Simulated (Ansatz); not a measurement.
# CH6ClNSi: the cost of one run

The runs use Ansatz 0.2.0, Gaussian basis; the settings change from run to run.

## Step 1: The relaxed structure

The geometry comes from an earlier relaxation with PBE0-D4 in a triple-zeta def2 set; it is a stationary point, not always the lowest conformer.

SMILES `NC[SiH2]Cl`, 10 atoms, charge 0, spin multiplicity 1.

Atoms are counted from 1 here; the program's logs count them from 0.

Bond lengths: N1–C2 1.455 Å, N1–H5 1.012 Å, N1–H6 1.012 Å, C2–Si3 1.871 Å, C2–H7 1.102 Å, C2–H8 1.098 Å, Si3–Cl4 2.066 Å, Si3–H9 1.484 Å, Si3–H10 1.481 Å. Angles: C2–N1–H5 111.3°, C2–N1–H6 110.8°, H5–N1–H6 107.4°, N1–C2–Si3 110.5°, N1–C2–H7 115.4°, N1–C2–H8 109.2°, Si3–C2–H7 109.0°, Si3–C2–H8 105.9°, H7–C2–H8 106.4°, C2–Si3–Cl4 108.2°, C2–Si3–H9 110.8°, C2–Si3–H10 112.0°, Cl4–Si3–H9 107.6°, Cl4–Si3–H10 107.3°, H9–Si3–H10 110.7°.

## Step 2: HSE06/aug-cc-pVTZ

Options: finite nuclei, D3(BJ) dispersion.

File in.yaml:

```yaml
crystal:
  periodic: [false, false, false]
  atoms:
    - {symbol: N, position_ang: [-1.432290, 0.416440, 0.172709]}
    - {symbol: C, position_ang: [-0.322037, 0.005402, -0.672303]}
    - {symbol: Si, position_ang: [1.110816, -0.588157, 0.373477]}
    - {symbol: Cl, position_ang: [1.661542, 0.945036, 1.644409]}
    - {symbol: H, position_ang: [-2.215316, 0.740304, -0.380219]}
    - {symbol: H, position_ang: [-1.157599, 1.176819, 0.781821]}
    - {symbol: H, position_ang: [0.041219, 0.768211, -1.379875]}
    - {symbol: H, position_ang: [-0.628743, -0.856965, -1.277935]}
    - {symbol: H, position_ang: [2.284698, -0.910257, -0.475290]}
    - {symbol: H, position_ang: [0.740810, -1.748034, 1.216207]}
basis:
  gaussian: {orbitals: aug-cc-pVTZ, nuclear_model: gaussian}
hamiltonian: {xc: {name: HSE06}, dispersion: d3bj}
output: {forces: true}
```

On the command line:

```sh
ansatz run in.yaml --threads 2 --pin off --events-out ev --progress --plain --max-ram 4352MiB
```

Q: Estimate wall time and peak memory on 2 threads of INTEL XEON PLATINUM 8581C at 2.10GHz, shared host.

About 10 s, with a peak of 1.3 GiB.
